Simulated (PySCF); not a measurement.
# C5H7FOSe: the cost of one run

Computed with PySCF 2.14.0 and routines of our own; the level stands in each step. Atoms count from 0.

### Step 1. The system as given

15 atoms, charge 0, multiplicity 1; geometry from: GFN2-xTB.

### Step 2. Circular dichroism and optical rotation: TDDFT PBE0/aug-cc-pVDZ

Job settings and geometry (Å):

```
{"job": {"kind": "ecd", "xc": "PBE0", "basis": "aug-cc-pVDZ", "nstates": 16}, "charge": 0, "multiplicity": 1}
O      1.666362    -0.862387    -1.677704
C      1.281988     0.122727    -1.120473
C      0.770155     0.166625     0.306315
C      0.514311    -1.222853     0.861047
Se    -1.323660    -1.720050     0.300005
C     -1.603783     0.111684    -0.358095
C     -0.556667     0.937433     0.366368
F     -0.429297     2.179263    -0.211875
H      1.278802     1.111985    -1.612480
H      1.529572     0.695919     0.894730
H      0.555916    -1.247709     1.950098
H      1.211697    -1.949774     0.445596
H     -1.433592     0.139058    -1.436366
H     -2.621204     0.432854    -0.139962
H     -0.845013     1.113212     1.410884
```

Level: TDDFT PBE0/aug-cc-pVDZ circular dichroism and optical rotation, one conformer, gas phase.

The run is started by

```sh
$ OMP_NUM_THREADS=1 python excited_run.py task.json out
```

One launch serves the whole session: the jobs run in the order shown.

Q: Estimate the wall time and peak memory of this first job on 1 thread of Arm Neoverse V1, shared host.

About 2.5 min, with a peak of 1.1 GiB.
